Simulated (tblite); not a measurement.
# C2H7ClOSi: the cost of one run

Programs: tblite 0.8.0 and PySCF 2.14.0, with routines of our own; each step states its level. All values are computed. Atoms count from 0.

## 1. The starting structure

12 atoms, charge 0, multiplicity 1; geometry from: start built from the parent or by distance geometry.

## 2. Optimising the geometry with GFN2-xTB

What the job is given:

```
{"job": {"kind": "relax", "xc": "GFN2-xTB", "basis": "xTB"}, "charge": 0, "multiplicity": 1}
C      1.946000     0.510200    -0.803000
O      0.577900     0.071600    -0.914000
Si    -0.266800    -0.154500     0.512900
C     -2.097700    -0.326200     0.212000
Cl     0.449900    -1.846900     1.402600
H      1.975200     1.496100    -0.322100
H      2.324000     0.626600    -1.824700
H      2.572200    -0.196100    -0.261600
H      0.004600     0.974300     1.430700
H     -2.636800    -0.507700     1.180000
H     -2.317200    -1.194700    -0.429600
H     -2.528900     0.545800    -0.235300
```

Command:

```bash
OMP_NUM_THREADS=1 python redox_run.py task.json out
```

This one command runs all jobs of the session in turn.

**Question.** How long does this first job take on 1 thread of Intel Xeon at 2.50GHz, shared host?

About 2.1 s.
